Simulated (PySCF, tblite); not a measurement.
# C₈H₁₂: a rotation path, then NMR shifts on frames, part 2 of 2

tblite 0.8.0 and PySCF 2.14.0. Atoms count from 0. Earlier steps stand in the parts before.

### Step 5. NMR shieldings: image 5, PBE0/pcSseg-1

What the job is given:

```
{"job": {"kind": "nmr", "xc": "PBE0", "basis": "pcSseg-1", "pop": false}, "charge": 0, "multiplicity": 1}
C      2.980200     0.680400    -0.768700
C      1.680100     0.461700    -0.812800
C      0.811700     0.356900     0.405000
C      0.025000    -0.931700     0.391300
C      0.595900    -2.044500     0.852800
C     -1.314100    -0.999600    -0.189800
C     -2.275800    -0.080300    -0.280900
C     -2.301700     1.330600     0.215400
H      3.576500     0.787800    -1.658200
H      3.504900     0.768700     0.169100
H      1.164200     0.372000    -1.760400
H      1.436900     0.397500     1.298700
H      0.148000     1.217300     0.407300
H      1.582800    -2.033500     1.284000
H      0.095800    -2.998200     0.825400
H     -1.557200    -1.986900    -0.567500
H     -3.193800    -0.380100    -0.772500
H     -3.325700     1.618400     0.447300
H     -1.936200     2.011400    -0.555900
H     -1.702900     1.462700     1.112600
```

Level: GIAO PBE0/pcSseg-1 NMR shielding, non-relativistic, gas phase.

What it wrote:

```text
coarse grid: 16128 points
cycle   1  E = -311.4704932213  dE =  9.132e-01  |g| = 4.461e-01  |ddm| = 3.989e+00
cycle   2  E = -311.4769365985  dE = -6.443e-03  |g| = 4.317e-01  |ddm| = 8.188e-01
cycle   3  E = -311.5267311517  dE = -4.979e-02  |g| = 3.379e-02  |ddm| = 4.058e-01
cycle   4  E = -311.5267124256  dE =  1.873e-05  |g| = 3.505e-02  |ddm| = 6.460e-02
cycle   5  E = -311.5270430930  dE = -3.307e-04  |g| = 4.812e-03  |ddm| = 3.463e-02
cycle   6  E = -311.5270483006  dE = -5.208e-06  |g| = 1.228e-03  |ddm| = 5.728e-03
final grid: 154128 points
cycle   7  E = -311.5762591566  dE = -4.862e-05  |g| = 9.082e-03  |ddm| = 4.241e-02
cycle   8  E = -311.5762540315  dE =  5.125e-06  |g| = 1.013e-02  |ddm| = 1.764e-02
cycle   9  E = -311.5762804803  dE = -2.645e-05  |g| = 2.045e-03  |ddm| = 1.025e-02
cycle  10  E = -311.5762815382  dE = -1.058e-06  |g| = 2.051e-04  |ddm| = 1.804e-03
cycle  11  E = -311.5762815474  dE = -9.121e-09  |g| = 8.493e-05  |ddm| = 2.711e-04
cycle  12  E = -311.5762815491  dE = -1.705e-09  |g| = 2.654e-05  |ddm| = 1.070e-04
cycle  13  E = -311.5762815492  dE = -1.608e-10  |g| = 8.468e-06  |ddm| = 2.855e-05
converged SCF energy = -311.5762815492

GIAO shielding tensors (ppm)
atom      isotropic    diamagn.    paramagn.     s11        s22        s33       span
  0 C       68.529     253.056    -184.527    -38.680     88.036    156.231    194.910
  1 C       38.827     256.821    -217.994    -87.613     45.345    158.749    246.362
  2 C      141.787     247.371    -105.584    128.113    142.235    155.012     26.899
  3 C       32.681     259.809    -227.128    -85.092     27.719    155.417    240.509
  4 C       59.072     252.460    -193.388    -47.497     76.182    148.530    196.027
  5 C       48.674     253.307    -204.633    -57.360     64.083    139.300    196.659
  6 C       53.273     255.672    -202.399    -52.014     53.462    158.371    210.385
  7 C      168.698     250.245     -81.547    156.178    169.912    180.004     23.826
  8 H       26.626      28.935      -2.308     23.906     25.424     30.549      6.643
  9 H       26.426      31.364      -4.938     23.075     25.846     30.357      7.282
 10 H       25.574      32.642      -7.068     22.699     24.438     29.586      6.888
 11 H       28.854      33.901      -5.048     26.508     28.330     31.722      5.214
 12 H       28.001      34.022      -6.021     23.108     26.608     34.288     11.179
 13 H       26.308      32.065      -5.757     22.983     25.174     30.768      7.785
 14 H       26.333      31.401      -5.068     23.416     25.364     30.220      6.804
 15 H       25.326      32.319      -6.993     22.993     24.184     28.801      5.808
 16 H       25.870      30.150      -4.280     22.882     26.061     28.666      5.783
 17 H       29.918      27.777       2.140     25.766     27.882     36.106     10.340
 18 H       29.648      30.656      -1.008     25.903     28.216     34.825      8.921
 19 H       29.451      31.925      -2.474     24.888     30.400     33.065      8.177
```

Run time: 24 s. Hardware: 1 thread of Arm Neoverse V2, shared host; peak memory 0.9 GiB.

Key values: δ C3 154.2, C1 148.1, C5 138.3, C6 133.7, H15 6.39, H10 6.14 ppm.

### Step 6. Nuclear shieldings: image 6, PBE0/pcSseg-1

What the job is given:

```
{"job": {"kind": "nmr", "xc": "PBE0", "basis": "pcSseg-1", "pop": false}, "charge": 0, "multiplicity": 1}
C      2.878300     0.734700    -0.856300
C      1.576900     0.532000    -0.781200
C      0.848200     0.310500     0.510400
C      0.040600    -0.962200     0.454600
C      0.565300    -2.085900     0.943400
C     -1.266200    -1.008500    -0.199200
C     -2.209200    -0.077400    -0.346400
C     -2.243200     1.337100     0.137700
H      3.380900     0.917800    -1.790100
H      3.499800     0.732000     0.025000
H      0.961400     0.532300    -1.671700
H      1.571700     0.247600     1.324800
H      0.208700     1.172200     0.688200
H      1.527100    -2.095400     1.428000
H      0.049100    -3.029800     0.888100
H     -1.501700    -1.993100    -0.588900
H     -3.102800    -0.368800    -0.885800
H     -3.274700     1.643900     0.302900
H     -1.814900     2.005500    -0.611300
H     -1.700500     1.466400     1.070000
```

With the program's defaults for keys left out, this is: GIAO PBE0/pcSseg-1 NMR shielding, non-relativistic, gas phase.

What it wrote:

```text
coarse grid: 16128 points
cycle   1  E = -311.4710278890  dE =  9.135e-01  |g| = 4.461e-01  |ddm| = 3.990e+00
cycle   2  E = -311.4773799940  dE = -6.352e-03  |g| = 4.320e-01  |ddm| = 8.197e-01
cycle   3  E = -311.5272651471  dE = -4.989e-02  |g| = 3.313e-02  |ddm| = 4.066e-01
cycle   4  E = -311.5272507275  dE =  1.442e-05  |g| = 3.413e-02  |ddm| = 6.282e-02
cycle   5  E = -311.5275621689  dE = -3.114e-04  |g| = 5.023e-03  |ddm| = 3.400e-02
cycle   6  E = -311.5275678978  dE = -5.729e-06  |g| = 1.232e-03  |ddm| = 5.905e-03
final grid: 154128 points
cycle   7  E = -311.5769004141  dE = -4.937e-05  |g| = 9.032e-03  |ddm| = 4.308e-02
cycle   8  E = -311.5768946209  dE =  5.793e-06  |g| = 1.022e-02  |ddm| = 1.774e-02
cycle   9  E = -311.5769214296  dE = -2.681e-05  |g| = 2.131e-03  |ddm| = 1.040e-02
cycle  10  E = -311.5769225752  dE = -1.146e-06  |g| = 2.123e-04  |ddm| = 1.851e-03
cycle  11  E = -311.5769225850  dE = -9.767e-09  |g| = 8.656e-05  |ddm| = 2.790e-04
cycle  12  E = -311.5769225868  dE = -1.755e-09  |g| = 2.874e-05  |ddm| = 1.104e-04
cycle  13  E = -311.5769225869  dE = -1.930e-10  |g| = 8.553e-06  |ddm| = 2.954e-05
converged SCF energy = -311.5769225869

GIAO shielding tensors (ppm)
atom      isotropic    diamagn.    paramagn.     s11        s22        s33       span
  0 C       67.729     252.968    -185.238    -40.527     87.485    156.230    196.757
  1 C       39.704     257.202    -217.498    -85.949     46.128    158.933    244.882
  2 C      139.491     247.198    -107.707    125.912    139.632    152.931     27.019
  3 C       32.671     259.585    -226.914    -85.191     28.185    155.019    240.210
  4 C       60.373     252.166    -191.793    -43.154     79.345    144.926    188.080
  5 C       49.044     253.453    -204.409    -57.560     64.670    140.020    197.580
  6 C       53.186     255.841    -202.655    -52.014     53.303    158.269    210.283
  7 C      168.954     250.175     -81.221    156.083    169.707    181.072     24.989
  8 H       26.592      29.161      -2.569     23.829     25.368     30.578      6.749
  9 H       26.391      31.288      -4.897     23.086     25.756     30.332      7.245
 10 H       25.498      32.991      -7.493     22.547     24.158     29.790      7.244
 11 H       28.890      34.035      -5.145     26.396     28.678     31.594      5.198
 12 H       27.922      33.502      -5.580     23.558     26.858     33.349      9.792
 13 H       26.318      31.979      -5.662     23.122     25.219     30.612      7.490
 14 H       26.468      31.329      -4.862     23.666     25.308     30.429      6.763
 15 H       25.344      32.395      -7.052     22.975     24.197     28.860      5.885
 16 H       25.860      30.251      -4.391     22.848     26.072     28.659      5.811
 17 H       29.908      27.831       2.078     25.737     27.891     36.097     10.361
 18 H       29.677      30.775      -1.098     25.912     28.317     34.802      8.890
 19 H       29.417      31.837      -2.420     24.824     30.299     33.129      8.305
```

Run time: 23 s. Hardware: 1 thread of Arm Neoverse V2, shared host; peak memory 0.9 GiB.

Key values: δ C3 154.3, C1 147.2, C5 137.9, C6 133.7, H15 6.37, H10 6.22 ppm.

### Step 7. Nuclear shieldings: image 8, PBE0/pcSseg-1

What the job is given:

```
{"job": {"kind": "nmr", "xc": "PBE0", "basis": "pcSseg-1", "pop": false}, "charge": 0, "multiplicity": 1}
C      2.671200     0.733100    -1.042200
C      1.395700     0.680400    -0.710300
C      0.892900     0.292200     0.647000
C      0.078200    -0.974300     0.548200
C      0.494400    -2.089900     1.143100
C     -1.123900    -1.011300    -0.288300
C     -2.048600    -0.077000    -0.501300
C     -2.141900     1.291900     0.094500
H      2.992700     1.007000    -2.032800
H      3.452300     0.507000    -0.334500
H      0.630100     0.899300    -1.442900
H      1.736400     0.128000     1.319800
H      0.286500     1.104400     1.050300
H      1.379100    -2.114500     1.756600
H     -0.053300    -3.014100     1.059900
H     -1.273400    -1.969200    -0.773300
H     -2.857700    -0.326000    -1.176800
H     -3.165000     1.656100     0.029700
H     -1.506000     1.994700    -0.445600
H     -1.845200     1.292900     1.141200
```

With the program's defaults for keys left out, this is: GIAO PBE0/pcSseg-1 NMR shielding, non-relativistic, gas phase.

What it wrote:

```text
coarse grid: 16128 points
cycle   1  E = -311.4699175731  dE =  9.137e-01  |g| = 4.478e-01  |ddm| = 3.987e+00
cycle   2  E = -311.4759845117  dE = -6.067e-03  |g| = 4.346e-01  |ddm| = 8.302e-01
cycle   3  E = -311.5265274234  dE = -5.054e-02  |g| = 3.215e-02  |ddm| = 4.157e-01
cycle   4  E = -311.5265374974  dE = -1.007e-05  |g| = 3.173e-02  |ddm| = 5.950e-02
cycle   5  E = -311.5267995607  dE = -2.621e-04  |g| = 5.405e-03  |ddm| = 3.159e-02
cycle   6  E = -311.5268063970  dE = -6.836e-06  |g| = 1.062e-03  |ddm| = 6.087e-03
final grid: 154128 points
cycle   7  E = -311.5773720049  dE = -5.323e-05  |g| = 9.540e-03  |ddm| = 4.223e-02
cycle   8  E = -311.5773667169  dE =  5.288e-06  |g| = 1.060e-02  |ddm| = 1.836e-02
cycle   9  E = -311.5773954849  dE = -2.877e-05  |g| = 2.092e-03  |ddm| = 1.061e-02
cycle  10  E = -311.5773965879  dE = -1.103e-06  |g| = 2.612e-04  |ddm| = 1.924e-03
cycle  11  E = -311.5773966034  dE = -1.559e-08  |g| = 8.930e-05  |ddm| = 2.996e-04
cycle  12  E = -311.5773966052  dE = -1.727e-09  |g| = 3.559e-05  |ddm| = 1.112e-04
cycle  13  E = -311.5773966055  dE = -2.921e-10  |g| = 1.082e-05  |ddm| = 3.962e-05
converged SCF energy = -311.5773966055

GIAO shielding tensors (ppm)
atom      isotropic    diamagn.    paramagn.     s11        s22        s33       span
  0 C       66.274     252.726    -186.452    -43.966     85.840    156.947    200.914
  1 C       40.789     258.369    -217.580    -83.812     46.460    159.720    243.532
  2 C      138.492     246.746    -108.254    124.131    139.958    151.386     27.255
  3 C       32.148     260.268    -228.120    -85.982     29.824    152.602    238.584
  4 C       64.103     251.687    -187.584    -36.271     84.082    144.497    180.768
  5 C       47.817     254.065    -206.248    -61.619     64.411    140.661    202.280
  6 C       53.234     256.209    -202.975    -54.161     54.686    159.179    213.340
  7 C      169.478     250.133     -80.655    156.772    168.953    182.709     25.937
  8 H       26.501      29.456      -2.955     23.669     25.214     30.621      6.952
  9 H       26.355      31.152      -4.797     23.084     25.619     30.363      7.279
 10 H       25.353      33.765      -8.412     22.299     23.513     30.247      7.949
 11 H       28.981      33.878      -4.896     26.308     28.859     31.777      5.470
 12 H       28.087      32.531      -4.444     24.722     27.692     31.846      7.124
 13 H       26.291      31.798      -5.507     23.240     25.299     30.334      7.094
 14 H       26.648      31.189      -4.541     23.926     25.206     30.811      6.886
 15 H       25.316      32.634      -7.319     23.097     24.267     28.583      5.485
 16 H       25.813      30.760      -4.947     22.926     26.142     28.370      5.444
 17 H       29.893      28.042       1.851     25.657     27.881     36.141     10.484
 18 H       29.759      31.243      -1.484     25.786     29.034     34.457      8.671
 19 H       29.629      31.328      -1.700     25.453     29.669     33.765      8.312
```

Wall time 24 s (1 thread of Arm Neoverse V2, shared host); peak memory 0.9 GiB.

In short: δ C3 154.8, C1 146.1, C5 139.1, C6 133.7, H15 6.40, H10 6.36 ppm.

### Step 8. Comparing the runs: NMR shifts

Shifts (ppm) of some atoms, chosen among heavy atoms and hydrogens apart, with basis size and wall time:

```csv
frame,C1,C5,C4,C0,C2,H14,H12,functions,time
image 0,147.3,141.0,126.1,122.8,45.0,5.45,3.15,196,32 s
image 2,148.3,140.5,128.4,119.9,42.7,5.59,3.29,196,25 s
image 5,148.1,138.3,127.9,118.4,45.1,5.38,3.72,196,24 s
image 6,147.2,137.9,126.6,119.2,47.4,5.25,3.80,196,23 s
image 8,146.1,139.1,122.8,120.7,48.4,5.07,3.63,196,24 s
```

### Step 9. Summary of results

The summary covers parts 1 to 2.

| quantity | value |
| --- | --- |
| barrier | 0.056 eV (1.3 kcal/mol) at image 5 |
| end to end (GFN2-xTB) | 0.012 eV |
| 13C shifts against TMS (PBE0/pcSseg-1, image 0) | 153.8, 147.3, 141.0, 133.7, 126.1, 122.8, 45.0, 19.2 ppm |
| 1H shifts against TMS (PBE0/pcSseg-1, image 0) | 6.48, 6.04, 5.78, 5.51, 5.45, 5.39, 5.37, 3.15, 3.14, 2.10, 2.05, 1.78 ppm |
| surface potential, 1st and 99th percentile | -0.74 V and 0.70 V |
| range of the shift of C2 | 42.7 to 48.4 ppm |

What this shows: Along the band the dihedral turns by 85°, and the top (dihedral -92°) lies 1.3 kcal/mol above the start (GFN2-xTB, rough), so at room temperature this motion is fast. Ends this close can change order at a higher level. The top was not checked by a frequency run. Shifts at one fixed geometry are not the observed spectrum, which averages over the motion. By nearest atom (PBE0/pcSseg-1), the HOMO sits on C4, C6 about 24 % each; C3, C5 about 14 % each and the LUMO on C3, C4, C6 about 19 % each; C5 12 %. In ppm, C2 moves most: its shift spreads over 5.7 ppm, from 42.7 (image 2) to 48.4 (image 8).
